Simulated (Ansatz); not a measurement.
**C2H3FInN: how energies converge with the basis set**

The task here is to estimate one member of a computed series from the others.

The runs use Ansatz 0.2.0, Gaussian basis; one geometry, several basis sets.

Plan: PBE0-D4/def2-SVP; ωB97M-V/def2-SVP; PBE0-D4/def2-QZVPP; ωB97M-V/def2-QZVPP; the functionals' def2-TZVPP values are taken from earlier runs.

## The geometry

An earlier PBE0-D4 in a triple-zeta def2 set relaxation fixed the geometry. In takes the def2 core potential; no spin-orbit term is included.

SMILES `[CH3][In]([F])[C]#N`, 8 atoms, charge 0, spin multiplicity 1.

Atoms are counted from 1 here; the program's logs count them from 0.

Bond lengths: C1–In2 2.115 Å, C1–H6 1.088 Å, C1–H7 1.090 Å, C1–H8 1.090 Å, In2–F3 1.947 Å, In2–C4 2.111 Å, C4–N5 1.153 Å. Angles: In2–C1–H6 110.6°, In2–C1–H7 108.6°, In2–C1–H8 108.6°, H6–C1–H7 110.0°, H6–C1–H8 110.0°, H7–C1–H8 108.8°, C1–In2–F3 118.4°, C1–In2–C4 133.4°, F3–In2–C4 108.2°, In2–C4–N5 176.3°.

Set-up of the first run:

Contents of in.yaml:

```yaml
crystal:
  periodic: [false, false, false]
  atoms:
    - {symbol: C, position_ang: [-1.375728, -0.622151, 0.046641]}
    - {symbol: In, position_ang: [0.654370, -0.050745, 0.210707]}
    - {symbol: F, position_ang: [1.828856, -1.119068, 1.338216]}
    - {symbol: C, position_ang: [1.791141, 1.521433, -0.621704]}
    - {symbol: N, position_ang: [2.350112, 2.403437, -1.111352]}
    - {symbol: H, position_ang: [-1.913463, 0.058117, -0.610766]}
    - {symbol: H, position_ang: [-1.822073, -0.611230, 1.040867]}
    - {symbol: H, position_ang: [-1.421115, -1.636894, -0.348408]}
basis:
  gaussian: {orbitals: def2-SVP}
hamiltonian: {xc: pbe0, dispersion: d4}
output: {orbitals: {seedname: orbitals}}
```

Command:

```bash
$ ansatz run in.yaml --threads 2 --pin off --events-out ev --progress --plain --max-ram 32768MiB --backend cpu
```

Among the steps run: PBE0-D4 in def2-SVP; ωB97M-V in def2-SVP; PBE0-D4 in def2-QZVPP; ωB97M-V in def2-QZVPP.

One of the session's tables, all rows but one given; the rest of the session is left out.

It belongs to the step «Functionals by basis». 

| functional | basis | HOMO (eV) | LUMO (eV) |
| --- | --- | --- | --- |
| PBE0-D4 | def2-SVP | -9.13 | -2.05 |
| PBE0-D4 | def2-TZVPP | ? | ? |
| PBE0-D4 | def2-QZVPP | -9.27 | -2.18 |
| ωB97M-V | def2-SVP | -11.36 | -0.35 |
| ωB97M-V | def2-TZVPP | -11.49 | -0.54 |
| ωB97M-V | def2-QZVPP | -11.51 | -0.58 |

Q: Estimate the row for PBE0-D4, def2-TZVPP from the others.

**Answer.** HOMO (eV): -9.25; LUMO (eV): -2.16. In the column «HOMO (eV)» it lies between PBE0-D4, def2-QZVPP (-9.27) and PBE0-D4, def2-SVP (-9.13).
